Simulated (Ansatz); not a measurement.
Geometry optimisation, DFT PBE-D3(BJ), scalar-relativistic, plane waves, PAW in Ansatz 0.2.0.

The input (input.yaml):

```yaml
crystal:
  lattice:
    - [8.1, 0.0, 0.0]
    - [0.0, 8.1, 0.0]
    - [0.0, 0.0, 8.1]
  atoms:
    - { symbol: Al, position: [0.5, 0.0, 0.0] }
    - { symbol: Al, position: [0.75, 0.25, 0.0] }
    - { symbol: Al, position: [0.75, 0.0, 0.25] }
    - { symbol: Al, position: [0.0, 0.0, 0.0] }
    - { symbol: Al, position: [0.25, 0.25, 0.0] }
    - { symbol: Al, position: [0.5, 0.5, 0.0] }
    - { symbol: Al, position: [0.75, 0.75, 0.0] }
    - { symbol: Al, position: [0.25, 0.0, 0.25] }
    - { symbol: Al, position: [0.5, 0.25, 0.25] }
    - { symbol: Al, position: [0.75, 0.5, 0.25] }
    - { symbol: Al, position: [0.5, 0.0, 0.5] }
    - { symbol: Al, position: [0.75, 0.25, 0.5] }
    - { symbol: Al, position: [0.75, 0.0, 0.75] }
    - { symbol: Al, position: [0.0, 0.5, 0.0] }
    - { symbol: Al, position: [0.25, 0.75, 0.0] }
    - { symbol: Al, position: [0.0, 0.25, 0.25] }
    - { symbol: Al, position: [0.25, 0.5, 0.25] }
    - { symbol: Al, position: [0.5, 0.75, 0.25] }
    - { symbol: Al, position: [0.0, 0.0, 0.5] }
    - { symbol: Al, position: [0.25, 0.25, 0.5] }
    - { symbol: Al, position: [0.5, 0.5, 0.5] }
    - { symbol: Al, position: [0.75, 0.75, 0.5] }
    - { symbol: Al, position: [0.25, 0.0, 0.75] }
    - { symbol: Al, position: [0.5, 0.25, 0.75] }
    - { symbol: Al, position: [0.75, 0.5, 0.75] }
    - { symbol: Al, position: [0.0, 0.75, 0.25] }
    - { symbol: Al, position: [0.0, 0.5, 0.5] }
    - { symbol: Al, position: [0.25, 0.75, 0.5] }
    - { symbol: Al, position: [0.0, 0.25, 0.75] }
    - { symbol: Al, position: [0.25, 0.5, 0.75] }
    - { symbol: Al, position: [0.5, 0.75, 0.75] }
    - { symbol: Al, position: [0.0, 0.75, 0.75] }
    - { symbol: Si, position: [0.75244408, 0.49770104, 0.50570708] }
basis:
  ecutwfc: 420.0
kpoints:
  mp_grid: { grid: [2, 2, 2] }
hamiltonian:
  xc: pbe
  dispersion: d3bj
  pseudopotentials: { kind: paw, azcp: { folder: soft_1 } }
scf:
  occupations: { method: gaussian, width: 0.05 }
  lower_state_search: "off"
relax:
  f_tol: 0.03
  max_steps: 60
  adjacent_minimum: "off"
```

Command:

```bash
$ ansatz run input.yaml --threads 2 --pin off --max-ram 5120MiB --backend cpu --events-out ev --progress --plain --runs-dir out
```

Task: Where does it end, and by what steps?

Result: The run converged. Limits of this set-up: coarse k mesh. After 5 steps the energy has fallen by 6.908 eV; Al25 moved furthest, 0.41 Å. The start is strongly strained (largest force component 8 eV/Å).

```csv
step,energy less start (eV),largest force component (eV/Å),accepted
0,0.0000,8.266,yes
1,-5.2377,2.759,yes
2,-6.6151,1.129,yes
3,-6.2830,1.306,no
4,-6.9023,0.063,yes
5,-6.9078,0.028,yes
```

```xyz
33
Lattice="8.1000 0.0000 0.0000 0.0000 8.1000 0.0000 0.0000 0.0000 8.1000" Properties=species:S:1:pos:R:3
Al 4.024 0.000 0.001
Al 6.076 1.931 0.002
Al 6.076 -0.001 1.932
Al 0.027 0.000 0.001
Al 2.025 1.998 0.001
Al 3.957 4.049 0.002
Al 6.076 6.168 0.002
Al 2.025 0.000 2.000
Al 4.041 2.014 2.016
Al 6.075 4.050 1.619
Al 3.957 -0.001 4.051
Al 6.075 1.613 4.050
Al 6.076 -0.001 6.170
Al 0.094 4.049 0.002
Al 2.025 6.101 0.001
Al 0.010 2.015 2.017
Al 2.026 4.049 1.932
Al 4.040 6.085 2.016
Al 0.094 -0.001 4.051
Al 2.026 1.931 4.051
Al 3.642 4.050 4.050
Al 6.075 6.483 4.050
Al 2.025 0.000 6.102
Al 4.041 2.015 6.086
Al 6.075 4.050 6.489
Al 0.011 6.084 2.016
Al 0.412 4.050 4.050
Al 2.026 6.168 4.051
Al 0.010 2.015 6.086
Al 2.026 4.049 6.170
Al 4.041 6.084 6.086
Al 0.010 6.084 6.086
Si 6.077 4.048 4.055
```

The run took 48 s on 2 threads of Intel(R) Xeon(R) Platinum 8375C CPU @ 2.90GHz (Ice Lake), with other jobs on the host, peak memory 1 GiB.
